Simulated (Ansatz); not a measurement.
# CH5ClGeSi: the cost of one run

Computed with Ansatz 0.2.0, Gaussian basis. Level: the settings change from run to run.

## (1) The molecule

The geometry comes from an earlier relaxation with PBE0-D4 in a triple-zeta def2 set; it is a stationary point, not always the lowest conformer.

SMILES `Cl[CH]1[SiH2][GeH2]1`, 9 atoms, charge 0, spin multiplicity 1.

Atoms are counted from 1 here; the program's logs count them from 0.

Bond lengths: Cl1–C2 1.763 Å, C2–Si3 1.890 Å, C2–Ge4 2.013 Å, C2–H5 1.088 Å, Si3–Ge4 2.309 Å, Si3–H6 1.483 Å, Si3–H7 1.479 Å, Ge4–H8 1.529 Å, Ge4–H9 1.527 Å. Angles: Cl1–C2–Si3 120.6°, Cl1–C2–Ge4 121.1°, Cl1–C2–H5 110.3°, Si3–C2–Ge4 72.5°, Si3–C2–H5 115.5°, Ge4–C2–H5 112.4°, C2–Si3–Ge4 56.2°, C2–Si3–H6 117.8°, C2–Si3–H7 114.7°, Ge4–Si3–H6 124.8°, Ge4–Si3–H7 116.9°, H6–Si3–H7 113.7°, C2–Ge4–Si3 51.3°, C2–Ge4–H8 114.2°, C2–Ge4–H9 114.1°, Si3–Ge4–H8 125.0°, Si3–Ge4–H9 119.0°, H8–Ge4–H9 114.8°.

## (2) r2SCAN50/6-31G

Set apart from the defaults: atoms shaken by 0.15 Å, finite nuclei, D3(BJ) with three-body dispersion, high accuracy, the search for lower states set to light.

The input, in.yaml:

```yaml
crystal:
  periodic: [false, false, false]
  atoms:
    - {symbol: Cl, position_ang: [-2.125585, 0.602208, 0.404318]}
    - {symbol: C, position_ang: [-1.050230, 0.360422, -0.140759]}
    - {symbol: Si, position_ang: [1.216808, 0.896506, 0.548762]}
    - {symbol: Ge, position_ang: [0.175225, -1.123495, -0.194086]}
    - {symbol: H, position_ang: [-0.795084, 0.838941, -1.306007]}
    - {symbol: H, position_ang: [1.918888, 1.798011, -0.574251]}
    - {symbol: H, position_ang: [1.052439, 1.065681, 2.097627]}
    - {symbol: H, position_ang: [0.592649, -1.930045, -1.649407]}
    - {symbol: H, position_ang: [-0.370118, -1.910979, 1.062323]}
basis:
  gaussian: {orbitals: 6-31G, nuclear_model: gaussian}
hamiltonian: {xc: {name: r2SCAN50}, dispersion: d3bjatm}
accuracy: high
scf: {lower_state_search: light}
output: {forces: true}
```

Run with:

```bash
ansatz run in.yaml --threads 4 --pin off --events-out ev --progress --plain --max-ram 10444MiB
```

**Question.** How long does this run take on 4 threads of Arm Neoverse V2, shared host, and how much memory does it need?

About 7.5 s, with a peak of 0.35 GiB.
